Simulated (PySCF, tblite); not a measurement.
**C6H14BNSi: geometry, infrared bands and NMR shifts**

Aim: predict the infrared bands and NMR shifts of C6H14BNSi (`CC#CB(C)N(C)[SiH2]C`).

The runs use tblite 0.8.0 and PySCF 2.14.0, with density-fitted response routines of our own; the level of theory stands in each step. All values are computed, except where a source is named. Atoms are numbered from 0 throughout.

## (1) The molecule as given

23 atoms, charge 0, multiplicity 1; geometry from: force field or distance geometry start.

Bonds of the start (Å): C0–C1 1.48, C1–C2 1.19, C2–B3 1.56, B3–C4 1.59, B3–N5 1.53, N5–C6 1.47, N5–Si7 1.80, Si7–C8 1.87, C0–H9 1.12, C0–H10 1.10, C0–H11 1.10, C4–H12 1.11, C4–H13 1.10, C4–H14 1.11, C6–H15 1.12, C6–H16 1.11, C6–H17 1.11, Si7–H18 1.47, Si7–H19 1.47, C8–H20 1.11, C8–H21 1.11, C8–H22 1.12.

## (2) Optimising the geometry with GFN2-xTB

The job: settings as JSON, then the geometry in Å.

```
{"job": {"kind": "relax", "xc": "GFN2-xTB", "basis": "xTB"}, "charge": 0, "multiplicity": 1}
C      3.393600    -0.075900     2.133100
C      2.354400    -0.337300     1.116800
C      1.522500    -0.565600     0.300700
B      0.425500    -0.831400    -0.769700
C      0.561700    -2.119800    -1.684300
N     -0.767100     0.113300    -0.961200
C     -0.294900     1.472600    -1.276100
Si    -1.757700     0.128700     0.545400
C     -3.385600     0.980100     0.220600
H      2.923100     0.454500     2.999800
H      3.821500    -1.033100     2.477600
H      4.177000     0.557700     1.693300
H      1.506700    -2.060100    -2.253900
H      0.567600    -3.034600    -1.067900
H     -0.292700    -2.153000    -2.399000
H      0.283800     1.913600    -0.420000
H      0.340600     1.460200    -2.182300
H     -1.164400     2.121400    -1.493900
H     -2.041100    -1.257000     0.961500
H     -1.040400     0.817200     1.628900
H     -3.909600     0.497100    -0.625700
H     -4.027200     0.920800     1.127500
H     -3.202200     2.057500    -0.012400
```

Command:

```
OMP_NUM_THREADS=1 python probes_run.py task.json out
```

One launch serves the whole session: the jobs run in the order shown.

**Question.** This job is followed by: GFN2-xTB harmonic vibrations, gas phase; GIAO PBE0/pcSseg-1 NMR shielding, non-relativistic, gas phase. Predict these results of the whole session: strongest single infrared mode (GFN2-xTB); zero-point energy (GFN2-xTB); 13C shifts against TMS (PBE0/pcSseg-1); 1H shifts against TMS (PBE0/pcSseg-1, means over atoms taken as alike); 11B shifts against BF3·OEt2 (PBE0/pcSseg-1); 15N shifts against NH3 (PBE0/pcSseg-1); 29Si shifts against TMS (PBE0/pcSseg-1).

The runs gave:

| quantity | value |
| --- | --- |
| strongest single infrared mode (GFN2-xTB) | 1350 cm⁻¹, 446 km/mol |
| zero-point energy (GFN2-xTB) | 115.6 kcal/mol |
| 13C shifts against TMS (PBE0/pcSseg-1) | 118.1, 93.3, 39.8, 6.6, 6.5, -5.0 ppm |
| 1H shifts against TMS (PBE0/pcSseg-1, means over atoms taken as alike) | 4.96, 3.22, 2.21, 0.52, 0.32 ppm |
| 11B shifts against BF3·OEt2 (PBE0/pcSseg-1) | 37.0 ppm |
| 15N shifts against NH3 (PBE0/pcSseg-1) | 108.9 ppm |
| 29Si shifts against TMS (PBE0/pcSseg-1) | -30.3 ppm |

What this shows: Relaxing lowered the energy by 1.137 eV in 269 steps; the close pair that moved most is B3–N5, from 1.533 to 1.410 Å. All 63 modes are real, so the xTB geometry is a minimum. The strongest single mode, at 1350 cm⁻¹, moves mainly B3 and N5. Unscaled tight-binding wavenumbers are off by several per cent, some by more. Its intensities can rank the bands wrongly. At PBE0/pcSseg-1: Shielding is most anisotropic at C2 (span 280 ppm, paramagnetic term -166 ppm).
